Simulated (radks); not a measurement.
**N in [He] 2s2 2p2 3p1: an all-electron calculation**

An exercise on one series of results from a longer session: the logs are not shown, and one member is left open.

Method: Dirac Kohn-Sham, PBEsol, spin-unpolarised, spherical densities, point nucleus; open shells are shared between the two j in proportion to 2j + 1. Code: radks (a radial shooting solver on a logarithmic mesh, Libxc functionals) version 1.

### The atom as given

- element: nitrogen (Z = 7)
- charge: 0
- electrons: 7
- configuration: [He] 2s2 2p2 3p1

Outer shells as boxes (Hund's rule):

N
```
[He] core
2s [↑↓]
2p [↑ ][↑ ][  ]
3p [↑ ][  ][  ]
```

The first run:

The run's settings:

```text
Z 7
configuration [He] 2s2 2p2 3p1
relativity Dirac
functional pbe_sol,pbe_sol
spin unpolarised
j_filling average
nucleus point
c 137.035999084
```

Run with:

```console
$ python run_ks.py task.json out
```

The same process makes all the runs of this session.

One of the session's tables, all rows but one given; the rest of the session is left out.

It belongs to the step «Orbitals and density». Sizes of the orbitals, from the radial functions (bohr):

| level | <r> | outermost maximum (interpolated) | 90 % within |
| --- | --- | --- | --- |
| 1s1/2 | 0.2301 | 0.149 | 0.413 |
| 2s1/2 | 1.250 | 0.991 | 1.98 |
| 2p1/2 | 1.284 | 0.920 | 2.17 |
| 2p3/2 | ? | ? | ? |
| 3p1/2 | 6.786 | 5.85 | 10.2 |
| 3p3/2 | 6.788 | 5.86 | 10.2 |

Q: Estimate the row for 2p3/2 from the others.

The run gave: <r>: 1.285; outermost maximum (interpolated): 0.921; 90 % within: 2.17. In the column «<r>» it lies between 2p1/2 (1.284) and 3p1/2 (6.786).
